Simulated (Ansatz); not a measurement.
**BH₆NO₂Si: small, medium and large basis sets**

An exercise on one series of results from a longer session: the logs are not shown, and one member is left open.

Computed with Ansatz 0.2.0, Gaussian basis. Level: one geometry, several basis sets.

The runs, in order: PBE0-D4/def2-SVP; ωB97M-V/def2-SVP; PBE0-D4/def2-QZVPP; ωB97M-V/def2-QZVPP; the functionals' def2-TZVPP values are taken from earlier runs.

## Structure used throughout

All runs share one geometry, relaxed beforehand with PBE0-D4 in a triple-zeta def2 set.

SMILES `N[SiH2]B(O)O`, 11 atoms, charge 0, spin multiplicity 1.

Atoms are counted from 1 here; the program's logs count them from 0.

Bond lengths: N1–Si2 1.744 Å, N1–H6 1.010 Å, N1–H7 1.009 Å, Si2–B3 2.037 Å, Si2–H8 1.491 Å, Si2–H9 1.498 Å, B3–O4 1.359 Å, B3–O5 1.360 Å, O4–H10 0.965 Å, O5–H11 0.958 Å. Angles: Si2–N1–H6 117.7°, Si2–N1–H7 118.0°, H6–N1–H7 109.2°, N1–Si2–B3 103.3°, N1–Si2–H8 105.7°, N1–Si2–H9 115.0°, B3–Si2–H8 112.4°, B3–Si2–H9 114.0°, H8–Si2–H9 106.3°, Si2–B3–O4 115.1°, Si2–B3–O5 128.4°, O4–B3–O5 116.5°, B3–O4–H10 110.5°, B3–O5–H11 113.5°.

Set-up of the first run:

Contents of in.yaml:

```yaml
crystal:
  periodic: [false, false, false]
  atoms:
    - {symbol: N, position_ang: [0.845560, 0.225939, 1.516523]}
    - {symbol: Si, position_ang: [-0.639332, -0.033725, 0.639000]}
    - {symbol: B, position_ang: [-0.035305, -0.064635, -1.306505]}
    - {symbol: O, position_ang: [1.196743, 0.460639, -1.536134]}
    - {symbol: O, position_ang: [-0.704181, -0.539022, -2.391811]}
    - {symbol: H, position_ang: [1.497898, -0.543054, 1.573924]}
    - {symbol: H, position_ang: [0.791287, 0.682399, 2.414746]}
    - {symbol: H, position_ang: [-1.501061, 1.142935, 0.946495]}
    - {symbol: H, position_ang: [-1.417920, -1.244059, 1.054973]}
    - {symbol: H, position_ang: [1.588989, 0.773828, -0.712004]}
    - {symbol: H, position_ang: [-1.557376, -0.918243, -2.178607]}
basis:
  gaussian: {orbitals: def2-SVP}
hamiltonian: {xc: pbe0, dispersion: d4}
output: {orbitals: {seedname: orbitals}}
```

Run with:

```
$ ansatz run in.yaml --threads 4 --pin off --events-out ev --progress --plain --max-ram 10444MiB
```

Among the steps run: PBE0-D4 in def2-SVP; ωB97M-V in def2-SVP; PBE0-D4 in def2-QZVPP; ωB97M-V in def2-QZVPP.

One table of the session follows, with a row left open; its other results are not shown here.

It belongs to the step «Density functionals: the series». 

| functional | basis | HOMO (eV) | LUMO (eV) |
| --- | --- | --- | --- |
| PBE0-D4 | def2-SVP | -7.24 | 0.01 |
| PBE0-D4 | def2-TZVPP | ? | ? |
| PBE0-D4 | def2-QZVPP | -7.47 | -0.49 |
| ωB97M-V | def2-SVP | -9.45 | 1.95 |
| ωB97M-V | def2-TZVPP | -9.67 | 1.32 |
| ωB97M-V | def2-QZVPP | -9.71 | 1.01 |

Q: Estimate the row for PBE0-D4, def2-TZVPP from the others.

**Answer.** HOMO (eV): -7.44; LUMO (eV): -0.37. In the column «HOMO (eV)» it lies between PBE0-D4, def2-QZVPP (-7.47) and PBE0-D4, def2-SVP (-7.24).
